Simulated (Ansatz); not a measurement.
**AlGa (triplet): wave-function methods side by side, cc-pVTZ**

Aim: climb from Hartree-Fock through coupled cluster and multireference methods for AlGa (triplet) at one geometry and basis, and see what each rung misses.

Method: cc-pVTZ, core rule «outside noble gas», up to 19 orbitals frozen; program: Ansatz 0.2.0, Gaussian basis.

To be run: UHF; CCSD(T) on ROHF; CCSD(T) on UHF; BCCD(T) on ROHF; CISD; CCSDT(Q) on ROHF; CCSDT(Q) on UHF; CASSCF and MRCISD+Q, 6 electrons in 8 orbitals; CASSCF and MRCISD+Q(relaxed), 6 electrons in 8 orbitals; CASSCF and NEVPT2, 6 electrons in 8 orbitals; Full CI; Full CI in the symmetry of the determinant.

4 further runs of the same task are left out: 4 set aside as unsound or not needed.

## (1) The geometry

The geometry is a PBE0/def2-TZVP stationary point (not a proven minimum) of the parent state, kept for this charge and spin. No spin-orbit coupling is included. The filled d shell of Ga may be among the frozen orbitals whatever the setting's name suggests; the logs give the count.

2 atoms, charge 0, spin multiplicity 3.

Atoms are counted from 1 here; the program's logs count them from 0.

No contacts short enough for the rule that draws bonds.

As a file:

```xyz
2

Al    0.00000    0.00000    0.00000
Ga    0.00000    0.00000    3.01850
```

## (2) UHF

in.yaml reads:

```yaml
crystal:
  periodic: [false, false, false]
  atoms:
    - {symbol: Al, position_ang: [0.000000, 0.000000, 0.000000]}
    - {symbol: Ga, position_ang: [0.000000, 0.000000, 3.018500]}
basis:
  gaussian: {orbitals: cc-pVTZ}
magnetization: {spin_polarized: true, initial_magnetization: 2}
hamiltonian: {xc: hf}
output: {orbitals: {seedname: orbitals}}
```

On the command line:

```
ansatz run in.yaml --threads 1 --pin off --events-out ev --progress --plain --max-ram 3328MiB --backend cpu
```

The runs that follow: CCSD(T) on ROHF; CCSD(T) on UHF; BCCD(T) on ROHF; CISD; CCSDT(Q) on ROHF; CCSDT(Q) on UHF; CASSCF and MRCISD+Q, 6 electrons in 8 orbitals; CASSCF and MRCISD+Q(relaxed), 6 electrons in 8 orbitals; CASSCF and NEVPT2, 6 electrons in 8 orbitals; Full CI; Full CI in the symmetry of the determinant.

Before running them: what should the planned runs give, taken together? Wanted: FCI below the RHF energy; RMP2 from FCI; UMP2 from FCI; RCCSD from FCI; RCCSD(T) from FCI; UCCSD(T) from FCI; RCCSDT(Q) from FCI; UCCSDT(Q) from FCI; NEVPT2 valence from FCI.

The runs gave:

| quantity | value |
| --- | --- |
| FCI below the RHF energy | -3.4237 eV |
| RMP2 from FCI | +905.3 meV |
| UMP2 from FCI | +930.3 meV |
| RCCSD from FCI | +216.0 meV |
| RCCSD(T) from FCI | +54.7 meV |
| UCCSD(T) from FCI | +51.3 meV |
| RCCSDT(Q) from FCI | +1.8 meV |
| UCCSDT(Q) from FCI | -2.3 meV |
| NEVPT2 valence from FCI | +461.4 meV |
| MRCISD+Q valence from FCI | -11.5 meV |
| MRCISD+Q(relaxed) valence from FCI | -32.3 meV |
| levels within 1 kcal/mol (43 meV) | RCCSDT, UCCSDT, RCCSDT(Q), UCCSDT(Q), MRCISD+Q valence, MRCISD+Q(relaxed) valence |
| T1 diagnostic | 0.031 |
| effectively unpaired electrons | 2.12 |

What this shows: RCCSD(T) lands +54.7 meV from the yardstick (1.6 % of the correlation energy). UCCSDT(Q), MRCISD+Q valence, MRCISD+Q(relaxed) valence fall below full CI: unrestricted runs freeze a spin-polarised core, another one than full CI's, and coupled cluster isn't variational. One determinant dominates. Of the multireference levels listed MRCISD+Q valence comes nearest in total energy (-11.5 meV), which doesn't show that its space is the better one. These misses are within one basis, not against nature; the frozen cores of restricted and unrestricted runs differ, which can shift their rows.
